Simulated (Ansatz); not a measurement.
# ZnBi3: the cost of one run

Program: Ansatz 0.2.0. Level of theory: DFT PBE, scalar-relativistic, plane waves, PAW. These are calculated values, not measurements.

## 1. The system as given

Symmetry: I4/mmm, No. 139, tetragonal system. The conventional cell has a = 5.045 Å, b = 5.045 Å, c = 9.126 Å, α = 90.00°, β = 90.00°, γ = 90.00°. Around Zn (site symmetry 4/mmm) lie 12 Bi at 3.40 to 3.57 Å. Bi (site symmetry -4m2) is surrounded by 4 Zn at 3.40 Å and 8 Bi at 3.40 to 3.57 Å. Bi (site symmetry 4/mmm) is surrounded by 8 Bi at 3.40 Å and 4 Zn at 3.57 Å.

Structure file:

```
Zn Bi
1.0
    -2.52267    2.52267    4.56291
     2.52267   -2.52267    4.56291
     2.52267    2.52267   -4.56291
Zn Bi
1 3
Direct
  0.00000 0.00000 0.00000
  0.75000 0.25000 0.50000
  0.25000 0.75000 0.50000
  0.50000 0.50000 0.00000
```

The structure comes from the Materials Project (structure only).

## 2. A distortion that keeps the symmetry

What differs from the listed cell: strain xx, yy, zz, yz, xz, xy = +4.1, +4.1, +1.1, +0.0, +0.0, +0.0 %.

The input, input.yaml:

```yaml
crystal:
  lattice:
    - [-2.6251892275, 2.6251892275, 4.6114583518]
    - [2.6251892275, -2.6251892275, 4.6114583518]
    - [2.6251892275, 2.6251892275, -4.6114583518]
  atoms:
    - { symbol: Zn, position: [0.0, 0.0, 0.0] }
    - { symbol: Bi, position: [0.75, 0.25, 0.5] }
    - { symbol: Bi, position: [0.25, 0.75, 0.5] }
    - { symbol: Bi, position: [0.5, 0.5, 0.0] }
basis:
  ecutwfc: 420
kpoints:
  mp_grid: { grid: [12, 12, 12] }
hamiltonian:
  xc: pbe
scf:
  occupations: { method: gaussian, width: 0.1 }
output:
  forces: true
  stress: true
  eigenvalues: true
```

On the command line:

```console
> ansatz run input.yaml --threads 1 --pin off --max-ram 1331MiB --backend cpu --events-out ev --progress --plain --runs-dir out
```

Q: Estimate wall time and peak memory on 1 thread of an x86-64 CPU, shared host.

About 80 s, with a peak of 0.76 GiB.
